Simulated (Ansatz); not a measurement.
# CaInH3: the cost of one run

Method: DFT PBE, scalar-relativistic, plane waves, PAW, in Ansatz 0.2.0.

1 further run of the same task is left out (it didn't finish).

### Step 1. The structure to begin with

It takes space group P6_3/mmc (No. 194, hexagonal). Conventional cell: a = 6.589 Å, b = 6.589 Å, c = 5.535 Å, α = 90.00°, β = 90.00°, γ = 120.00°. Ca (site symmetry -6m2) has 12 H at 3.29 to 3.36 Å as nearest neighbours. In (site symmetry -3m) has 6 H at 2.35 Å as nearest neighbours. Around H (site symmetry mm2) lie 2 In at 2.35 Å and 4 Ca at 3.29 to 3.36 Å.

Structure file:

```
Ca In H
1.0
     6.58943    0.00000    0.00000
    -3.29472    5.70661    0.00000
     0.00000    0.00000    5.53512
Ca In H
2 2 6
Direct
  0.33333 0.66667 0.75000
  0.66667 0.33333 0.25000
  0.00000 0.00000 0.00000
  0.00000 0.00000 0.50000
  0.83333 0.66667 0.75000
  0.33333 0.16667 0.75000
  0.83333 0.16667 0.75000
  0.16667 0.33333 0.25000
  0.66667 0.83333 0.25000
  0.16667 0.83333 0.25000
```

Recipe of the guess: perovskite family, AX3 layers stacked AB|A (P6_3/mmc, No. 194). The dimensions are guesses.

### Step 2. The guess as it stands, on a coarse mesh

File input.yaml:

```yaml
crystal:
  lattice:
    - [6.58943082, 0.0, 0.0]
    - [-3.29471541, 5.70661448, 0.0]
    - [0.0, 0.0, 5.53512189]
  atoms:
    - { symbol: Ca, position: [0.33333333, 0.66666667, 0.75] }
    - { symbol: Ca, position: [0.66666667, 0.33333333, 0.25] }
    - { symbol: In, position: [0.0, 0.0, 0.0] }
    - { symbol: In, position: [0.0, 0.0, 0.5] }
    - { symbol: H, position: [0.83333333, 0.66666667, 0.75] }
    - { symbol: H, position: [0.33333333, 0.16666667, 0.75] }
    - { symbol: H, position: [0.83333333, 0.16666667, 0.75] }
    - { symbol: H, position: [0.16666667, 0.33333333, 0.25] }
    - { symbol: H, position: [0.66666667, 0.83333333, 0.25] }
    - { symbol: H, position: [0.16666667, 0.83333333, 0.25] }
basis:
  ecutwfc: 420
kpoints:
  mp_grid: { grid: [3, 3, 4] }
hamiltonian:
  xc: pbe
scf:
  occupations: { method: gaussian, width: 0.1 }
  lower_state_search: "off"
output:
  forces: true
  stress: true
  eigenvalues: true
```

The run is started by

```bash
ansatz run input.yaml --threads 1 --pin off --max-ram 2560MiB --backend cpu --events-out ev --progress --plain --runs-dir out
```

Q: Estimate wall time and peak memory on 1 thread of Arm Neoverse V2, shared host.

About 3.5 s, with a peak of 0.41 GiB.
